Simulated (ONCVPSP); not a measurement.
# An ONCV potential for Cs, from input to tests

Aim: build the potential from the settings below, then test how well it stands in for the atom: other configurations, scattering, ghost states and the plane-wave cutoff that it needs.

Program: ONCVPSP 4.0.1. Reference atom: PBE, scalar-relativistic, spherical and spin-unpolarised. All values are calculated.

## Step 1: Starting point

The settings as typed:

| Property | Result |
| --- | --- |
| element | caesium (Cs, Z = 55) |
| type | optimised norm-conserving Vanderbilt (ONCV) |
| frozen core | [Kr] 4d10 |
| valence charge | 9 |
| reference configuration | 5s2 5p6 6s0.5 6p0.5 |
| partial waves | 5s+6s: rc 2.95 bohr, ncon 4, nbas 7, qcut 5 1/bohr, 3 projectors, debl 3.8 Ha; 5p+6p: rc 3.60 bohr, ncon 4, nbas 8, qcut 4.5 1/bohr, 2 projectors; d scattering state at 0.26 Ha: rc 2.70 bohr, ncon 4, nbas 7, qcut 3.2 1/bohr, 2 projectors, debl 3.1 Ha |
| local potential | polynomial inside 1.70 bohr (lpopt 1, dvloc0 0 Ha) |
| core correction | polynomial model core, fcfact 0.25 |

## Step 2: Generating the potential

Cs.dat

```
# ATOM AND REFERENCE CONFIGURATION
# atsym  z   nc   nv     iexc    psfile
  Cs 55.00    9    4        4      upf
#
#   n    l    f
    1    0    2.00
    2    0    2.00
    2    1    6.00
    3    0    2.00
    3    1    6.00
    3    2   10.00
    4    0    2.00
    4    1    6.00
    4    2   10.00
    5    0    2.00
    5    1    6.00
    6    0    0.50
    6    1    0.50
#
# PSEUDOPOTENTIAL AND OPTIMIZATION
# lmax
    2
#
#   l,   rc,      ep,       ncon, nbas, qcut
    0    2.95    0.00    4    7    5.00
    1    3.60    0.00    4    8    4.50
    2    2.70    0.26    4    7    3.20
#
# LOCAL POTENTIAL
# lloc, lpopt,  rc(5),   dvloc0
    4    1    1.70    0.00
#
# VANDERBILT-KLEINMAN-BYLANDER PROJECTORs
# l, nproj, debl
    0    3    3.80
    1    2    4.00
    2    2    3.10
#
# MODEL CORE CHARGE
# icmod, fcfact, rcfact
    1    0.25    0.00
#
# LOG DERIVATIVE ANALYSIS
# epsh1, epsh2, depsh
   -3.00    5.00    0.02
#
# OUTPUT GRID
# rlmax, drl
    6.00    0.01
#
# TEST CONFIGURATIONS
# ncnf
    4
# nvcnf
#   n    l    f
    4
    5    0    2.00
    5    1    6.00
    6    0    1.00
    6    1    0.00
#
    4
    5    0    2.00
    5    1    6.00
    6    0    0.00
    6    1    0.00
#
    4
    5    0    2.00
    5    1    6.00
    6    0    0.50
    6    1    0.00
#
    5
    5    0    2.00
    5    1    6.00
    6    0    0.50
    6    1    0.00
    5    2    0.50
#
```

Command:

```console
$ oncvpsp.x < Cs.dat > Cs.out
```

Q: Predict the outcome of this session. Wanted: cutoffs for 1 and 0.1 mHa per electron, occupied waves; bound ghosts; GHOST(+) flags; largest test error; largest phase difference near zero energy, channels read; rms error of d²Exc/dn², without and with the model core; projector energies reset by the program.

**Answer**, as computed:

```
                                                quantity                                  value
  cutoffs for 1 and 0.1 mHa per electron, occupied waves                      6.6 Ha and 8.3 Ha
                                            bound ghosts                             none found
                                          GHOST(+) flags                            s at 142 eV
                            largest test error (AE − PS)  -0.8 meV, for 5s2 5p6 5d0.5 6s0.5 6p0
largest phase difference near zero energy, channels read                              0.001 rad
 rms error of d²Exc/dn², without and with the model core                      2.33 and 0.86 mHa
                 projector energies reset by the program                     d: 0.050, 3.150 Ha
```

In words: By total energies transferability is very good: the largest error is 0.8 meV on 0.2 eV, for 5s2 5p6 5d0.5 6s0.5 6p0. It counts as soft on the atom at that tolerance, with 6.6 Ha needed at the looser tolerance. At the looser tolerance the 5s wave is the slowest; 6s needs 6 Ha. It is free of bound ghosts as far as tested. Near zero energy the phases of the channels with partial waves that could be evaluated agree within 0.001 rad. The program also flags highly localised states, GHOST(+) (s). These are tests on the free atom; a crystal test is still owed.
